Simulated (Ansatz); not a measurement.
AlPt, space group Pm-3m: a frozen displacement of one atom, run with the Ansatz DFT code, driven from Python.

`push_alpt.py`:
```python
from dataclasses import dataclass
import warnings

import ansatz as az
import numpy as np


@dataclass(frozen=True)
class RunConfig:
    cutoff: int = 630
    smearing: str = "cold"
    beta: float = 0.4
    tolerance: float = 1e-05


settings = RunConfig()

warnings.simplefilter("ignore", az.DeckWarning)

lattice = az.Lattice.of(
    (3.09155, 0.0, 0.0),
    (0.0, 3.09155, 0.0),
    (0.0, 0.0, 3.09155),
)
sites = [
    ("Al", (0.0, 0.0, 0.0)),
    ("Pt", (0.5, 0.5, 0.5)),
]
xtal = az.Crystal(lattice=lattice)
for symbol, position in sites:
    xtal = xtal.atom(symbol, position)

inverse = np.linalg.inv(np.array(xtal.lattice.vectors))
home = np.array(xtal.sites[0].position)
values = np.linspace(-0.05, 0.05, 5)
energies, pulls = [], []
for shift in values:
    moved = xtal.move(0, to=home + shift * inverse[1])
    calculation = (
        moved.calculation()
        .functional(az.Functional.R2SCAN)
        .basis(settings.cutoff, xc_grid=2)
        .kpoints(4, center="gamma")
        .occupations(settings.smearing, width=200 * az.meV)
        .mixing("broyden", ndim=8, beta=settings.beta)
        .scf(tolerance=settings.tolerance)
        .forces()
    )
    summary = calculation.run().report
    energies.append(summary["free_energy_ev"])
    pulls.append(summary["forces_ev_ang"][0][1])

print("shift (A)   dE (eV)   force along y (eV/A)")
for shift, e, f in zip(values, energies, pulls):
    print(f"{shift:8.3f} {e - energies[2]:10.5f} {f:12.4f}")
print(f"stiffness from energies {2 * np.polyfit(values, energies, 2)[0]:.3f}, from forces {-np.polyfit(values, pulls, 1)[0]:.3f} eV/A^2")
```

How stiff is this displacement, and do energies and forces agree?

The curvature of the energy gives 3.515 eV/Å² and the slope of the force 3.514 eV/Å², a positive curvature.

What the script printed:

```console
$ python push_alpt.py
shift (A)   dE (eV)   force along y (eV/A)
  -0.050    0.00439       0.1757
  -0.025    0.00110       0.0877
   0.000    0.00000      -0.0000
   0.025    0.00110      -0.0877
   0.050    0.00439      -0.1757
stiffness from energies 3.515, from forces 3.514 eV/A^2
```

Notes:
- The settings weren't tested for convergence.
- For a metal this mesh is far too coarse, so the numbers only illustrate the procedure.
- The program warned that this SCF threshold is loose for forces or stresses.
- In a metal a curvature from energy changes of a few meV or less hangs on mesh and smearing, in size and even in sign.
- Spin-orbit coupling, which matters for elements this heavy, is left out.
- This cell is a computed structure, which may not be the phase found in nature.
- All periodic images of the atom move with it, so the curvature is one diagonal element of the zone-centre force constants and no normal mode; a positive value doesn't exclude soft modes in which several atoms move.
- The script silences the warnings on its input, which a real study should read.
- Timing: 9.3 s on 1 thread of Intel(R) Xeon(R) Platinum 8259CL CPU @ 2.50GHz (Skylake/Cascade Lake), with other jobs on the host, peak memory 0.4 GiB.

(Lines on the test bed's own set-up are left out of the output.)
